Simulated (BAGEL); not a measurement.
# BSiH4OF (SMILES FBO[SiH3]): a chain of runs

Wanted: the energy (HF/def2-SV(P)), then the energy (NEVPT2(2,2)/def2-SV(P)), then a single-point energy (CASPT2(2,2)/def2-SV(P)) of BSiH4OF. 

The calculation is run with BAGEL 1.2.2.

1 further run of the same task is left out (set aside as unsound or not needed).

### 1 The structure to begin with

BSiH4OF: 8 atoms, total charge 0, spin state singlet. SMILES: `FBO[SiH3]`. One bond was lengthened or shortened from a relaxed shape.

Bond lengths: F1–B2 1.324 Å, B2–O3 1.543 Å, O3–Si4 1.655 Å, B2–H5 1.198 Å, Si4–H6 1.481 Å, Si4–H7 1.485 Å, Si4–H8 1.481 Å. Angles: F1–B2–O3 118.3°, B2–O3–Si4 134.0°, F1–B2–H5 118.6°, O3–B2–H5 123.1°, O3–Si4–H6 108.0°, O3–Si4–H7 110.1°, O3–Si4–H8 108.0°, H6–Si4–H7 110.3°, H6–Si4–H8 110.2°, H7–Si4–H8 110.3°.

### 2 The energy at HF/def2-SV(P) (density fitting with svp-jkfit) (run 1)

The input, calc.json:

```json
{ "bagel" : [

{
  "title" : "molecule",
  "basis" : "def2-sv_p_.json",
  "df_basis" : "svp-jkfit",
  "angstrom" : "true",
  "geometry" : [
    { "atom" : "F", "xyz" : [   -1.629083,   -1.745772,    1.619679 ] },
    { "atom" : "B", "xyz" : [   -0.715083,   -0.834172,    1.326579 ] },
    { "atom" : "O", "xyz" : [   -0.487500,   -0.477100,   -0.157600 ] },
    { "atom" : "Si", "xyz" : [    0.521000,    0.572800,   -0.945400 ] },
    { "atom" : "H", "xyz" : [   -0.104983,   -0.325072,    2.223379 ] },
    { "atom" : "H", "xyz" : [   -0.317100,    1.531000,   -1.702400 ] },
    { "atom" : "H", "xyz" : [    1.370700,    1.295700,    0.034600 ] },
    { "atom" : "H", "xyz" : [    1.365000,   -0.214300,   -1.873700 ] }
  ]
},
{ "title" : "hf", "charge" : 0 },
{ "title" : "print", "file" : "orbitals.molden", "orbitals" : "true" }

]}
```

The basis set def2-SV(P) is read from a file made from the Basis Set Exchange's data (not shown).

Started as:

```console
$ BAGEL_NUM_THREADS=1 BAGEL calc.json > calc.out
```

What it wrote:

```text
* using 1 threads per process

  ===============================================================
  ===============================================================

  *** Geometry ***

  { "atom" : "F", "xyz" : [     -3.078521,     -3.299031,      3.060750 ] },
  { "atom" : "B", "xyz" : [     -1.351311,     -1.576357,      2.506871 ] },
  { "atom" : "O", "xyz" : [     -0.921241,     -0.901588,     -0.297821 ] },
  { "atom" : "Si", "xyz" : [      0.984547,      1.082435,     -1.786547 ] },
  { "atom" : "H", "xyz" : [     -0.198389,     -0.614297,      4.201577 ] },
  { "atom" : "H", "xyz" : [     -0.599232,      2.893171,     -3.217070 ] },
  { "atom" : "H", "xyz" : [      2.590248,      2.448518,      0.065385 ] },
  { "atom" : "H", "xyz" : [      2.579476,     -0.404968,     -3.540780 ] },

  Number of auxiliary basis functions:      429

  Since a DF basis is specified, we compute 2- and 3-index integrals:
    o Being stored without compression. Storage requirement is 0.016 GB

  Number of basis functions:       68
  Number of electrons      :       40

    * METHOD: MOLECULE                             0.21

  *** RHF ***

  === Nuclear Repulsion ===
   146.5254239299

      * DIIS with orbital gradients will be used.

  === RHF iteration (def2-sv_p_.json) ===
      0       -489.87810127          0.02502989           0.05
      1       -490.01639847          0.01768293           0.04
      2       -490.11033993          0.00175702           0.04
      3       -490.11188055          0.00072933           0.04
      4       -490.11206513          0.00011497           0.04
      5       -490.11207223          0.00002751           0.04
      6       -490.11207266          0.00000879           0.04
      7       -490.11207272          0.00000189           0.04
      8       -490.11207273          0.00000061           0.04
      9       -490.11207273          0.00000030           0.05
     10       -490.11207273          0.00000007           0.04
     11       -490.11207273          0.00000003           0.04
     12       -490.11207273          0.00000001           0.06
    * SCF iteration converged.

    * Permanent dipole moment:
           (   -0.460093,    -0.419549,    -0.275162) a.u.

    * METHOD: HF                                   0.75

    * METHOD: PRINT                                0.01

  ===============================================================
```

Wall time 1.2 s (1 thread of Intel Xeon Platinum 8259CL at 2.50GHz (Skylake/Cascade Lake), shared host); peak memory 0.15 GiB.

### 3 A single-point energy at NEVPT2(2,2)/def2-SV(P) (density fitting with svp-jkfit) (run 2)

The input, job.json:

```json
{ "bagel": [

{
  "title": "molecule",
  "basis": "def2-sv_p_.json",
  "df_basis": "svp-jkfit",
  "angstrom": "true",
  "geometry": [
    { "atom": "F", "xyz": [   -1.629083,   -1.745772,    1.619679 ] },
    { "atom": "B", "xyz": [   -0.715083,   -0.834172,    1.326579 ] },
    { "atom": "O", "xyz": [   -0.487500,   -0.477100,   -0.157600 ] },
    { "atom": "Si", "xyz": [    0.521000,    0.572800,   -0.945400 ] },
    { "atom": "H", "xyz": [   -0.104983,   -0.325072,    2.223379 ] },
    { "atom": "H", "xyz": [   -0.317100,    1.531000,   -1.702400 ] },
    { "atom": "H", "xyz": [    1.370700,    1.295700,    0.034600 ] },
    { "atom": "H", "xyz": [    1.365000,   -0.214300,   -1.873700 ] }
  ]
},
{ "title": "hf" },
{ "title": "nevpt2", "nstate": 1, "nact": 2, "nclosed": 19, "active": [10, 34], "maxiter": 200, "natocc": "true", "ncore": 8 },
{ "title": "print", "file": "orbitals.molden", "orbitals": "true" }

]}
```

The basis set def2-SV(P) is read from a file made from the Basis Set Exchange's data (not shown).

Started as:

```console
$ BAGEL_NUM_THREADS=1 BAGEL job.json > job.out
```

What it wrote:

```text
* using 1 threads per process

  ===============================================================
  ===============================================================

  *** Geometry ***

  { "atom" : "F", "xyz" : [     -3.078521,     -3.299031,      3.060750 ] },
  { "atom" : "B", "xyz" : [     -1.351311,     -1.576357,      2.506871 ] },
  { "atom" : "O", "xyz" : [     -0.921241,     -0.901588,     -0.297821 ] },
[... 4 lines of this table left out ...]
  { "atom" : "H", "xyz" : [      2.579476,     -0.404968,     -3.540780 ] },

  Number of auxiliary basis functions:      429

  Since a DF basis is specified, we compute 2- and 3-index integrals:
    o Being stored without compression. Storage requirement is 0.016 GB

[... 18 lines left out ...]
    * SCF iteration converged.
[... 1 line left out ...]
    * Permanent dipole moment:
[... 28 lines left out ...]
    * Second-order optimization converged. *

     guess   0:   closed 1.                   open ..

  === FCI iteration ===

      0  0      -490.11183029     9.70e-02      0.00
      1  0      -490.12989830     2.50e-03      0.00
      2  0 *    -490.12991886     7.71e-16      0.00

     * ci vector, state   0, <S^2> = 0.0000
       2.     0.9956779286
       .2    -0.0928733677

  === DF-NEVPT2 calculation ===

    * 3-index integral transformation done
    * assembly done

      NEVPT2 correlation energy:   -0.4997382545      0.13

          (+0)     -0.4050802073
          (+0)'    -0.0448889157
          (+1)     -0.0080847499
          (+1)'    -0.0000000000
          (+2)     -0.0003901944
          (-1)     -0.0358421303
          (-1)'     0.0000000000
          (-2)     -0.0054520569

      NEVPT2 total energy:       -490.6296571116

    * METHOD: NEVPT2                               4.20

    * METHOD: PRINT                                0.01

  ===============================================================
```

Run time: 5.7 s. Hardware: 1 thread of Intel Xeon Platinum 8259CL at 2.50GHz (Skylake/Cascade Lake), shared host; peak memory 0.15 GiB.

### 4 The energy at CASPT2(2,2)/def2-SV(P) (density fitting with svp-jkfit) (run 3)

The input, calc.json:

```json
{ "bagel": [

{
  "title": "molecule",
  "basis": "def2-sv_p_.json",
  "df_basis": "svp-jkfit",
  "angstrom": true,
  "geometry": [
    { "atom": "F", "xyz": [      -1.629083,      -1.745772,       1.619679 ] },
    { "atom": "B", "xyz": [      -0.715083,      -0.834172,       1.326579 ] },
    { "atom": "O", "xyz": [      -0.487500,      -0.477100,      -0.157600 ] },
    { "atom": "Si", "xyz": [       0.521000,       0.572800,      -0.945400 ] },
    { "atom": "H", "xyz": [      -0.104983,      -0.325072,       2.223379 ] },
    { "atom": "H", "xyz": [      -0.317100,       1.531000,      -1.702400 ] },
    { "atom": "H", "xyz": [       1.370700,       1.295700,       0.034600 ] },
    { "atom": "H", "xyz": [       1.365000,      -0.214300,      -1.873700 ] }
  ]
},

{ "title": "hf" },

{ "title": "casscf", "nstate": 1, "nact": 2, "nclosed": 19, "active": [10, 34], "maxiter": 200, "natocc": true },

{ "title": "print", "file": "orbitals.molden", "orbitals": true },

{ "title": "smith", "method": "caspt2", "ms": true, "xms": true, "sssr": true, "shift": 0.2, "shift_imag": true, "ncore": 8 }

]}
```

The basis set def2-SV(P) is read from a file made from the Basis Set Exchange's data (not shown).

Started as:

```console
$ BAGEL_NUM_THREADS=1 BAGEL calc.json > calc.out
```

What it wrote:

```text
* using 1 threads per process

  ===============================================================
  ===============================================================

  *** Geometry ***

  { "atom" : "F", "xyz" : [     -3.078521,     -3.299031,      3.060750 ] },
  { "atom" : "B", "xyz" : [     -1.351311,     -1.576357,      2.506871 ] },
  { "atom" : "O", "xyz" : [     -0.921241,     -0.901588,     -0.297821 ] },
[... 4 lines of this table left out ...]
  { "atom" : "H", "xyz" : [      2.579476,     -0.404968,     -3.540780 ] },

  Number of auxiliary basis functions:      429

  Since a DF basis is specified, we compute 2- and 3-index integrals:
    o Being stored without compression. Storage requirement is 0.016 GB

[... 18 lines left out ...]
    * SCF iteration converged.
[... 1 line left out ...]
    * Permanent dipole moment:
[... 27 lines left out ...]
    * Second-order optimization converged. *
[... 9 lines left out ...]
     * ci vector, state   0, <S^2> = 0.0000
[... 16 lines left out ...]
    * Zeroth order energy : state  0       -1.5102675285
[... 4 lines left out ...]
       #      aibj      arbs      arbi      airj      risj      airs      arst      rist         Etot      error   time
[... 10 lines left out ...]
      ------------------------------------------------------------------------------------------------------------------

    * CASPT2 energy : state  0     -490.6317523007
        w/o shift correction       -490.6298227227
        reference weight              0.8763135821

    * METHOD: SMITH                                0.72

  ===============================================================
```

Run time: 6.3 s. Hardware: 1 thread of Intel Xeon Platinum 8259CL at 2.50GHz (Skylake/Cascade Lake), shared host; peak memory 0.15 GiB.

### 5 Summary of results

| quantity | value |
| --- | --- |
| run 1, HF/def2-SV(P): total energy | -490.11207 Eh |
| run 1, HF/def2-SV(P): dipole moment | 1.73 D |
| run 1, HF/def2-SV(P): HOMO energy | -12.57 eV |
| run 1, HF/def2-SV(P): LUMO energy | 3.33 eV |
| run 1, HF/def2-SV(P): HOMO–LUMO gap | 15.90 eV |
| run 2, NEVPT2(2,2)/def2-SV(P): total energy | -490.62966 Eh |
| run 3, CASPT2(2,2)/def2-SV(P): total energy | -490.63175 Eh |
